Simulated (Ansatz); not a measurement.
# GaGe (F-43m) in Ansatz: a series of runs

One crystal, GaGe, is run at these levels: PBE, LDA; tasks: band structure.

All numbers are computed with Ansatz 0.2.0; they aren't measurements. Logs are shortened: lines on timing, memory, paths and dates and some standing lists are left out, and cuts for length are marked.

## Step 1: The structure

It takes space group F-43m (No. 216, cubic). The conventional cell has a = 5.796 Å, b = 5.796 Å, c = 5.796 Å, α = 90.00°, β = 90.00°, γ = 90.00°. Around Ge (site symmetry -43m) lie 4 Ga at 2.51 Å. Ga (site symmetry -43m) has 4 Ge at 2.51 Å as nearest neighbours.

The cell comes from a database or a generator and needn't be the stable form of this composition.

## Step 2: Band structure, PBE

input.yaml

```yaml
crystal:
  lattice:
    - [0.0, 2.897844, 2.897844]
    - [2.897844, 0.0, 2.897844]
    - [2.897844, 2.897844, 0.0]
  atoms:
    - { symbol: Ge, position: [0.0, 0.0, 0.0] }
    - { symbol: Ga, position: [0.25, 0.25, 0.25] }
kpoints:
  mp_grid: { grid: [8, 8, 8] }
  band_path:
    path:
      - [0.0, 0.0, 0.0]
      - [0.5, 0.0, 0.5]
      - [0.5, 0.25, 0.75]
      - [0.375, 0.375, 0.75]
      - [0.0, 0.0, 0.0]
      - [0.5, 0.5, 0.5]
      - [0.625, 0.25, 0.625]
      - [0.5, 0.25, 0.75]
    npoints: 10
scf:
  occupations: { method: fermi_dirac, width: 0.05 }
hamiltonian:
  xc: pbe
  pseudopotentials: { kind: all_electron, lapw: { basis_error: 0.001 } }
output:
  forces: true
  stress: true
  eigenvalues: true
```

Potentials or basis: all-electron LAPW, scalar-relativistic.

Command:

```console
$ ansatz run input.yaml --threads 1 --pin off --max-ram 3072MiB --backend cpu --events-out ev --progress --plain --runs-dir out
```

The program printed:

```text
Warning: RAYON_NUM_THREADS=1 ignored (pool sized by the plan → 1); use --threads N
LAPW: plane waves up to 8.880 Å⁻¹, error target 1.0e-3 eV per atom; small_component_spin mean_spin; Ga in spheres of 1.259 Å, 21 of its electrons in bands, Dirac shells []; Ge in spheres of 1.250 Å, 22 of its electrons in bands, Dirac shells [] (how accurate: hamiltonian.pseudopotentials.lapw.basis_error, Limitations)
Engine: ansatz 0.2.0, x86_64-unknown-linux-gnu
Pseudopotentials: kind: all_electron
Pseudopotential: Ge, LAPW, valence charge 22, lapw/all_electron/scalar/gaussian/Ge, Koelling and Harmon's equation, gaussian nucleus
Pseudopotential: Ga, LAPW, valence charge 21, lapw/all_electron/scalar/gaussian/Ga, Koelling and Harmon's equation, gaussian nucleus
Functional definition: PBE
  parameter kappa = 0.804
  parameter beta = 0.06672455060314922
  exchange = pbe_x(kappa = kappa, mu = beta*pi^2/3)
  correlation = pbe_c(beta = beta)
Crystal: 2 atoms, lattice volume = 48.669 Å³
Basis set: ecut = 300.4489988429847 eV, 561 PW (Γ), exchange–correlation at level 2
Bands: 26, of which v1, the nominal top of the filled ones, is band 22 counted from 1 (21 counted from 0)
Symmetry: 24 space group operations
Space group: F-43m (ITA 216), of the structure as read, at distance tolerance 3.7e-5 Å
k-points: 29 of 512 (time reversal used)
Non-local potential: Ge, projectors of the file, none
Non-local potential: Ga, projectors of the file, none
Initial density: superposition of atomic densities (chi_scale 0.1, normalization cell, long waves kept (reshape's long-wave potential 0.00 eV rms))
Initial wavefunctions: plane waves of lowest kinetic energy (no species holds an atomic orbital)
Functional: x = pbe(κ = 0.804, μ = 0.2195149727645171), c = pbe(β = 0.06672455060314922)
iter 1 solved again at ethr=4.03e-4 eV; its pass at ethr=1.00e-1 eV (dr2=1.73e-1 eV) is discarded
SCF iter   1: F=—  HF=-110015.870121 eV  |F-HF|=—  |Δ(HF+E_count)|=         —  Δρ=1.86e-2  dr2=1.74e-1  ethr=4.03e-4  ⟨swp⟩=2.9  Hψ=4727  notcnv=0
preconditioner: auto → LDOS  [insulator: Δε(μ)=0.274 eV  Ē_g=20.217 eV  σ=0.050 eV  W_gap=0.67  n_scr=14 (ndim 8)  ℏωp=27.7 eV  f_vac=0.117  D(μ)=1.09/eV (n_scr^D=8)  ε∞_Penn≈2.9  β→1.0]
SCF iter   2: F=—  HF=-110015.930843 eV  |F-HF|=—  |Δ(HF+E_count)|=   6.07e-2  Δρ=5.17e-3  dr2=2.31e-2  ethr=4.03e-4  ⟨swp⟩=2.1  Hψ=2266  notcnv=0
SCF iter   3: F=—  HF=-110015.852499 eV  |F-HF|=—  |Δ(HF+E_count)|=   7.83e-2  Δρ=3.22e-3  dr2=6.72e-3  ethr=5.37e-5  ⟨swp⟩=3.0  Hψ=2451  notcnv=0
SCF iter   4: F=—  HF=-110015.832575 eV  |F-HF|=—  |Δ(HF+E_count)|=   1.99e-2  Δρ=1.17e-3  dr2=8.90e-4  ethr=1.56e-5  ⟨swp⟩=2.0  Hψ=2134  notcnv=0
SCF iter   5: F=—  HF=-110015.831723 eV  |F-HF|=—  |Δ(HF+E_count)|=   8.52e-4  Δρ=4.52e-4  dr2=1.58e-4  ethr=2.07e-6  ⟨swp⟩=2.0  Hψ=2132  notcnv=0
iter 6 solved again at ethr=1.75e-8 eV; its pass at ethr=3.68e-7 eV (dr2=7.51e-6 eV) is discarded
SCF iter   6: F=—  HF=-110015.831421 eV  |F-HF|=—  |Δ(HF+E_count)|=   3.02e-4  Δρ=1.32e-4  dr2=7.48e-6  ethr=1.75e-8  ⟨swp⟩=2.0  Hψ=3686  notcnv=0
SCF iter   7: F=—  HF=-110015.831429 eV  |F-HF|=—  |Δ(HF+E_count)|=   8.37e-6  Δρ=1.79e-5  dr2=1.07e-7  ethr=1.74e-8  ⟨swp⟩=3.0  Hψ=2235  notcnv=0
SCF iter   8: F=-110015.831430 eV  HF=-110015.831430 eV  |F-HF|=4.19e-9  |Δ(HF+E_count)|=   2.51e-7  Δρ=2.51e-6  dr2=1.86e-9  ethr=2.48e-10  ⟨swp⟩=3.0  Hψ=2235  notcnv=0
SCF 1 converged in 8 iterations: F = -110015.831430 eV  dr2 = 1.86e-9
NSCF: frozen V_eff on 71 k-points
SCF converged after 8 iterations
Free energy (F): -110015.831430 eV
Harris-Foulkes:  -110015.831430 eV  (|F-HF|=4.19e-9)
Internal energy: -110015.822899 eV  (E = F + TS)
E sigma→0 (E₀):  -110015.827164 eV
Entropy (-TS):   -0.008531 eV (-4.265 meV/atom)
Fermi energy:    7.805782 eV
--- Per-component energies (eV) ---
  E_band       = -1913.083452
  E_kinetic    = 112253.795368
  E_xc         = -4228.719870
  E_electrostatic = -218040.898397  (all electrons and nuclei)
  E_smearing   = -0.008531  (= −TS)
  E_closure    = 0.000000  (closes the sum)
  E_atoms      = -110008.744476  (free atoms, spherical and without spin; not in F)
  Σ components = -110015.831430   (vs F -110015.831430, Δ=0.00e0)
  Basis errors (estimates in eV, not in F): energy 4.3e-4 per atom: plane waves 4.0e-4 (2.3e-4 summed), levels above the bands 2.1e-69, relativity 2.7e-8, radial functions 3.8e-5, core shells 4.3e-11; eigenvalues (radial functions only) 9.6e-7; not estimated: angular momenta, meshes, grids; target (lapw.basis_error) 1.0e-3; muffin-tin radii Ga 1.259 Å, Ge 1.250 Å
--- Forces (eV/Å), atoms counted from 1 ---
  atom   1  Ge    -0.00000000     0.00000000     0.00000000
  atom   2  Ga     0.00000000    -0.00000000    -0.00000000
  max |Σ_I F_I| component: 2.78e-17 eV/Å
--- Stress (GPa, compression-positive) ---
        0.240038       0.000000       0.000000
        0.000000       0.240038       0.000000
        0.000000       0.000000       0.240038
  P = ⅓ Tr σ = 0.2400 GPa (2.400 kbar)
--- Band table (eV; the first three rows and the last of 29) ---
  k-point 0: bands = ["-155.2368", "-135.3714", "-102.3652", "-102.3652", "-102.3652", "-86.1003", "-86.1003", "-86.1003", "-16.1353", "-16.1353", "-16.1353", "-16.1166", "-16.1166", "-6.5055", "-6.5055", "-6.5055", "-6.4462", "-6.4462", "-2.7272", "9.4922", "9.4922", "9.4922", "9.8736", "12.1691", "12.1691", "12.1691"]
  k-point 1: bands = ["-155.2368", "-135.3714", "-102.3652", "-102.3652", "-102.3652", "-86.1003", "-86.1003", "-86.1003", "-16.1352", "-16.1349", "-16.1349", "-16.1165", "-16.1165", "-6.5095", "-6.5028", "-6.5028", "-6.4465", "-6.4465", "-2.5447", "7.4089", "9.1906", "9.1906", "10.7014", "12.5765", "12.5765", "12.9557"]
  k-point 2: bands = ["-155.2368", "-135.3714", "-102.3652", "-102.3652", "-102.3652", "-86.1003", "-86.1003", "-86.1003", "-16.1352", "-16.1340", "-16.1340", "-16.1162", "-16.1162", "-6.5192", "-6.4970", "-6.4970", "-6.4464", "-6.4464", "-2.0178", "5.1557", "8.6821", "8.6821", "10.3395", "13.1333", "13.1333", "14.9139"]
  k-point 28: bands = ["-155.2368", "-135.3714", "-102.3652", "-102.3652", "-102.3652", "-86.1003", "-86.1003", "-86.1003", "-16.1350", "-16.1335", "-16.1298", "-16.1172", "-16.1145", "-6.5436", "-6.4819", "-6.4729", "-6.4541", "-6.4450", "0.3689", "2.1513", "5.6582", "5.7708", "13.5778", "13.6127", "13.9461", "14.2691"]
```

bands.tsv:

```text
# k_distance	band_0	band_1	band_2	band_3	band_4	band_5	band_6	band_7	band_8	band_9	band_10	band_11	band_12	band_13	band_14	band_15	band_16	band_17	band_18	band_19	band_20	band_21	band_22	band_23	band_24	band_25
# fermi_ev = 7.805782
[... 81 lines left out ...]
5.107054	-163.042627	-143.177154	-110.170936	-110.170935	-110.170934	-93.906076	-93.906072	-93.906069	-23.940843	-23.939232	-23.935638	-23.922946	-23.920266	-14.349476	-14.287645	-14.278709	-14.259989	-14.250710	-7.443296	-5.650300	-2.185825	-1.979873	5.483142	5.830319	6.305622	6.583904
5.145383	-163.042627	-143.177154	-110.170936	-110.170935	-110.170934	-93.906075	-93.906072	-93.906069	-23.940767	-23.939303	-23.935624	-23.922934	-23.920269	-14.349426	-14.287704	-14.278684	-14.259915	-14.250770	-7.436856	-5.654512	-2.147537	-2.034982	5.772044	5.806892	6.140269	6.463353
```

It took 12 s on 1 thread of Intel Xeon 6975P-C (Granite Rapids), shared host; peak memory 0.34 GiB.

Results:

* Free energy: -110015.8314 eV
* Pressure: 0.2 GPa
* Band gap along the path: none (metal or under the smearing width)

Levels at the corners of the path, in eV from the Fermi level:
```
point  band 20  band 21  band 22  band 23  band 24  band 25
    Γ     1.69     1.69     1.69     2.07     4.36     4.36
    X    -5.81    -1.25    -1.25     2.33     2.43    11.02
    W    -5.65    -2.15    -2.03     5.77     5.81     6.14
    K    -5.59    -2.52    -0.82     2.79     5.59     8.73
    Γ     1.69     1.69     1.69     2.07     4.36     4.36
    L    -5.37     0.38     0.38     2.07     5.34     5.34
    U    -5.59    -2.52    -0.82     2.79     5.59     8.73
    W    -5.65    -2.15    -2.03     5.77     5.81     6.14
```

## Step 3: Band structure, LDA

input.yaml: that of step 2 with these lines changed.

```diff
@@ -24,3 +24,3 @@
 hamiltonian:
-  xc: pbe
+  xc: lda
   pseudopotentials: { kind: all_electron, lapw: { basis_error: 0.001 } }
```

Potentials or basis: all-electron LAPW, scalar-relativistic.

Command:

```console
$ ansatz run input.yaml --threads 1 --pin off --max-ram 3072MiB --backend cpu --events-out ev --progress --plain --runs-dir out
```

The program printed:

```text
Warning: RAYON_NUM_THREADS=1 ignored (pool sized by the plan → 1); use --threads N
[... 49 lines left out ...]
--- Forces (eV/Å), atoms counted from 1 ---
  atom   1  Ge    -0.00000000     0.00000000     0.00000000
  atom   2  Ga     0.00000000    -0.00000000    -0.00000000
  max |Σ_I F_I| component: 2.78e-17 eV/Å
--- Stress (GPa, compression-positive) ---
       -4.089768      -0.000000       0.000000
       -0.000000      -4.089768       0.000000
        0.000000       0.000000      -4.089768
  P = ⅓ Tr σ = -4.0898 GPa (-40.898 kbar)
--- Band table (eV; the first three rows and the last of 29) ---
  k-point 0: bands = ["-154.6340", "-134.8217", "-102.2792", "-102.2792", "-102.2792", "-86.0413", "-86.0413", "-86.0413", "-16.5392", "-16.5392", "-16.5392", "-16.5197", "-16.5197", "-6.9092", "-6.9092", "-6.9092", "-6.8492", "-6.8492", "-3.0843", "9.1731", "9.1731", "9.1731", "9.3489", "11.8317", "11.8317", "11.8317"]
  k-point 1: bands = ["-154.6340", "-134.8217", "-102.2792", "-102.2792", "-102.2792", "-86.0413", "-86.0413", "-86.0413", "-16.5392", "-16.5388", "-16.5388", "-16.5196", "-16.5196", "-6.9132", "-6.9066", "-6.9066", "-6.8494", "-6.8494", "-2.9023", "7.0274", "8.8716", "8.8716", "10.2624", "12.2376", "12.2376", "12.5720"]
  k-point 2: bands = ["-154.6340", "-134.8217", "-102.2792", "-102.2792", "-102.2792", "-86.0413", "-86.0413", "-86.0413", "-16.5391", "-16.5379", "-16.5379", "-16.5193", "-16.5193", "-6.9229", "-6.9008", "-6.9008", "-6.8494", "-6.8494", "-2.3773", "4.7880", "8.3637", "8.3637", "9.9081", "12.7953", "12.7953", "14.4877"]
  k-point 28: bands = ["-154.6340", "-134.8217", "-102.2792", "-102.2792", "-102.2792", "-86.0413", "-86.0413", "-86.0413", "-16.5389", "-16.5375", "-16.5338", "-16.5202", "-16.5176", "-6.9471", "-6.8860", "-6.8767", "-6.8573", "-6.8480", "-0.0040", "1.7812", "5.3405", "5.4505", "13.1909", "13.2636", "13.5561", "13.9197"]
```

It took 14 s on 1 thread of Intel Xeon 6975P-C (Granite Rapids), shared host; peak memory 0.34 GiB.

Results:

```yaml
Free_energy: -109860.6695 eV
Pressure: -4.1 GPa
Band_gap_along_the_path: none (metal or under the smearing width)
```

Levels at the corners of the path, in eV from the Fermi level:
```
point  band 19  band 20  band 21  band 22  band 23  band 24  band 25  band 26
    Γ   -10.57     1.69     1.69     1.69     1.86     4.34     4.34     4.34
    X    -7.57    -5.86    -1.25    -1.25     2.28     2.38    10.91    10.91
    W    -7.49    -5.71    -2.15    -2.04     5.70     5.78     6.07     6.43
    K    -7.65    -5.64    -2.52    -0.82     2.74     5.54     8.63     8.83
    Γ   -10.57     1.69     1.69     1.69     1.86     4.34     4.34     4.34
    L    -8.62    -5.40     0.38     0.38     1.95     5.34     5.34     8.11
    U    -7.65    -5.64    -2.52    -0.82     2.74     5.54     8.63     8.83
    W    -7.49    -5.71    -2.15    -2.04     5.70     5.78     6.07     6.43
```
